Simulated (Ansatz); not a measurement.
# One shape, several levels: doublet [CH6BNO2]+

Wanted: a comparison of 6 runs (UHF/3-21G, UHF/6-31G*, UB3LYP/6-31G*, UCAM-B3LYP/6-31G*, UPBE-QIDH/6-31G*, UMP2/6-31G*) of doublet [CH6BNO2]+. 

The calculation is run with Ansatz 0.2.0.

131 further runs of the same task are left out: 1 that didn't finish, 130 set aside as unsound or not needed.

## (1) The molecule

[CH6BNO2]+: 11 atoms, total charge +1, spin state doublet. As SMILES of the parent species, `COB(N)O`. Geometry: relaxed at PBE0-D4/def2-TZVP. This is one conformer, not always the lowest. That shape belongs to the parent species and isn't relaxed for this state.

Bond lengths: C1–O2 1.404 Å, O2–B3 1.375 Å, B3–N4 1.409 Å, B3–O5 1.372 Å, C1–H6 1.096 Å, C1–H7 1.091 Å, C1–H8 1.096 Å, N4–H9 1.002 Å, N4–H10 1.003 Å, O5–H11 0.959 Å. Some angles: C1–O2–B3 120.9°, O2–B3–N4 123.5°, O2–B3–O5 117.8°, N4–B3–O5 118.7°, O2–C1–H6 111.6°, O2–C1–H7 108.2°, O2–C1–H8 111.6°, B3–N4–H9 124.4°, B3–N4–H10 121.1°, B3–O5–H11 111.1°.

## (2) A single-point energy at UHF/3-21G (run 1)

The input, job.yaml:

```yaml
crystal:
  periodic: [false, false, false]
  atoms:
    - {symbol: C, position_ang: [0.713500, 0.851600, 1.129700]}
    - {symbol: O, position_ang: [-0.446700, 0.102500, 0.878500]}
    - {symbol: B, position_ang: [-0.644000, -0.506700, -0.338400]}
    - {symbol: N, position_ang: [0.275800, -0.431900, -1.403700]}
    - {symbol: O, position_ang: [-1.801000, -1.223100, -0.514800]}
    - {symbol: H, position_ang: [0.801300, 1.701800, 0.443100]}
    - {symbol: H, position_ang: [0.654400, 1.238600, 2.147600]}
    - {symbol: H, position_ang: [1.616900, 0.236000, 1.047600]}
    - {symbol: H, position_ang: [1.144100, 0.066300, -1.366900]}
    - {symbol: H, position_ang: [0.095200, -0.890900, -2.277500]}
    - {symbol: H, position_ang: [-2.344100, -1.201100, 0.275400]}
basis:
  gaussian:
    orbitals: 3-21G.json
total_charge: 1
magnetization:
  spin_polarized: true
  initial_magnetization: 1
hamiltonian:
  xc: hf
accuracy: high
output: {orbitals: {seedname: orbitals}}
```

The basis set 3-21G is read from a file made from the Basis Set Exchange's data (not shown).

Started as:

```console
$ ansatz run job.yaml --threads 1 --pin off --max-ram 3480MiB --events-out events.jsonl --progress --plain --runs-dir runs
```

The log of the run:

```text
Warning: RAYON_NUM_THREADS=1 ignored (pool sized by the plan → 1); use --threads N
Functional definition: HF
  name "HF"
  exchange = exact_x
  correlation = 0
1368 factors; integrals over basis functions are off by at most 5.7e-9 eV
mean field evaluation 1: about -7302.1540 eV, gradient 3.5e1 eV
mean field evaluation 2: about -7302.5256 eV, gradient 3.5e1 eV
mean field evaluation 4: about -7307.6144 eV, gradient 3.5e0 eV
mean field evaluation 8: about -7307.8691 eV, gradient 5.6e-1 eV
mean field evaluation 16: about -7307.8851 eV, gradient 1.2e-8 eV
mean field evaluation 32: about -7307.0239 eV, gradient 4.9e-1 eV
mean field evaluation 64: about -7306.0876 eV, gradient 2.7e0 eV
mean field -7307.88506130 eV, -268.5598225404 hartree, gradient 4.4e-8 eV, S^2 0.760150; 1 other end points of the search recorded, 0 dependent functions left out
reference -7307.88506130 eV, -268.5598225404 hartree; 20, 19 occupied and 37, 38 virtual orbitals, 1368 factors
Total energy: -7307.88506130 eV, -268.5598225404 hartree
```

It took 1.7 s on 1 thread of Arm Neoverse V1, shared host; peak memory 0.18 GiB.

## (3) A single-point energy at UHF/6-31G(d) (spherical functions) (run 2)

Changes to job.yaml since step 2:

```diff
@@ -6,3 +6,3 @@
     - {symbol: B, position_ang: [-0.644000, -0.506700, -0.338400]}
-    - {symbol: N, position_ang: [0.275800, -0.431900, -1.403700]}
+    - {symbol: "N", position_ang: [0.275800, -0.431900, -1.403700]}
     - {symbol: O, position_ang: [-1.801000, -1.223100, -0.514800]}
@@ -16,3 +16,3 @@
   gaussian:
-    orbitals: 3-21G.json
+    orbitals: 6-31G_st_-spherical.json
 total_charge: 1
```

The basis set 6-31G* is read from a file made from the Basis Set Exchange's data (not shown).

Started as:

```console
$ ansatz run job.yaml --threads 1 --pin off --max-ram 3480MiB --events-out events.jsonl --progress --plain --runs-dir runs
```

The log of the run:

```text
Warning: RAYON_NUM_THREADS=1 ignored (pool sized by the plan → 1); use --threads N
[... 4 set-up lines as earlier in the session ...]
1993 factors; integrals over basis functions are off by at most 3.4e-9 eV
mean field evaluation 1: about -7340.7084 eV, gradient 3.7e1 eV
mean field evaluation 2: about -7340.7988 eV, gradient 3.7e1 eV
mean field evaluation 4: about -7347.2114 eV, gradient 4.7e0 eV
mean field evaluation 8: about -7347.8711 eV, gradient 1.0e0 eV
mean field evaluation 16: about -7347.9236 eV, gradient 6.2e-5 eV
mean field evaluation 32: about -7345.1601 eV, gradient 4.6e0 eV
mean field evaluation 64: about -7343.2053 eV, gradient 2.2e1 eV
mean field -7347.92360675 eV, -270.0312119465 hartree, gradient 2.5e-8 eV, S^2 0.760083; 1 other end points of the search recorded, 0 dependent functions left out
reference -7347.92360675 eV, -270.0312119465 hartree; 20, 19 occupied and 62, 63 virtual orbitals, 1993 factors
Total energy: -7347.92360675 eV, -270.0312119465 hartree
```

Run time: 6 s. Hardware: 1 thread of Arm Neoverse V1, shared host; peak memory 0.29 GiB.

Runs 3 to 5 aren't shown in full; the table further down has their settings and results.

## (4) A single-point energy at UMP2/6-31G(d) (spherical functions) (run 6)

The input, in.yaml:

```yaml
crystal:
  periodic: [false, false, false]
  atoms:
    - {symbol: C, position_ang: [0.713500, 0.851600, 1.129700]}
    - {symbol: O, position_ang: [-0.446700, 0.102500, 0.878500]}
    - {symbol: B, position_ang: [-0.644000, -0.506700, -0.338400]}
    - {symbol: N, position_ang: [0.275800, -0.431900, -1.403700]}
    - {symbol: O, position_ang: [-1.801000, -1.223100, -0.514800]}
    - {symbol: H, position_ang: [0.801300, 1.701800, 0.443100]}
    - {symbol: H, position_ang: [0.654400, 1.238600, 2.147600]}
    - {symbol: H, position_ang: [1.616900, 0.236000, 1.047600]}
    - {symbol: H, position_ang: [1.144100, 0.066300, -1.366900]}
    - {symbol: H, position_ang: [0.095200, -0.890900, -2.277500]}
    - {symbol: H, position_ang: [-2.344100, -1.201100, 0.275400]}
basis:
  gaussian: {orbitals: 6-31G_st_-spherical.json}
total_charge: 1
magnetization: {spin_polarized: true, initial_magnetization: 1}
correlation: {method: mp2, frozen_orbitals: {B: 1, C: 1, H: 0, "N": 1, O: 1}}
accuracy: high
```

The basis set 6-31G* is read from a file made from the Basis Set Exchange's data (not shown).

Started as:

```console
$ ansatz run in.yaml --threads 1 --pin off --max-ram 3480MiB --events-out events.jsonl --progress --plain --runs-dir runs
```

The log of the run:

```text
Warning: RAYON_NUM_THREADS=1 ignored (pool sized by the plan → 1); use --threads N
[... 4 set-up lines as earlier in the session ...]
1993 factors; integrals over basis functions are off by at most 3.4e-9 eV
mean field evaluation 1: about -7340.7084 eV, gradient 3.7e1 eV
mean field evaluation 2: about -7340.7988 eV, gradient 3.7e1 eV
mean field evaluation 4: about -7347.2114 eV, gradient 4.7e0 eV
mean field evaluation 8: about -7347.8711 eV, gradient 1.0e0 eV
mean field evaluation 16: about -7347.9236 eV, gradient 6.2e-5 eV
mean field evaluation 32: about -7347.0117 eV, gradient 1.4e-3 eV
mean field -7347.92360675 eV, -270.0312119465 hartree, gradient 2.5e-8 eV, S^2 0.760083; 4 other end points of the search recorded, 0 dependent functions left out
5 core orbitals not correlated: weight in the atoms' cores, before any rotation towards them, 1.000 or more for the frozen orbitals, at most 0.000 for the correlated occupied ones
reference -7347.92360675 eV, -270.0312119465 hartree; 15, 14 occupied and 62, 63 virtual orbitals, 1993 factors
second order -18.44867249 eV of doubles, -0.00000000 eV of singles
Total energy: -7366.37227924 eV, -270.7091881556 hartree
```

Wall time 7.2 s (1 thread of Arm Neoverse V1, shared host); peak memory 0.3 GiB.

## (5) The series

```tsv
run	level	frozen core orbitals	energy (Eh)	HOMO energy (eV)	LUMO energy (eV)	⟨S²⟩	wall time
1	UHF/3-21G	–	-268.559823	-17.17	-7.02	0.760	1.7 s
2	UHF/6-31G* (spherical functions)	–	-270.031212	-17.39	-6.97	0.760	6 s
3	UB3LYP/6-31G* (spherical functions)	–	-271.540380	-13.46	-12.26	0.760	21 s
4	UCAM-B3LYP/6-31G* (spherical functions)	–	-271.415703	-14.94	-11.01	0.761	28 s
5	UPBE-QIDH/6-31G* (spherical functions)	5	-271.099589	-15.97	-9.52	0.759	20 s
6	UMP2/6-31G* (spherical functions)	5	-270.709188	–	–	0.760	7.2 s
```

## (6) Summary of results

| quantity | value |
| --- | --- |
| run 6: total energy | -270.70919 Eh |
| run 6: correlation energy (5 core orbitals frozen) | -678.0 mEh |
| run 6: ⟨S²⟩ of the reference determinant | 0.760 |

In words: Totals of different functionals can't be ranked against each other. All runs together took 84 s, the longest 28 s.
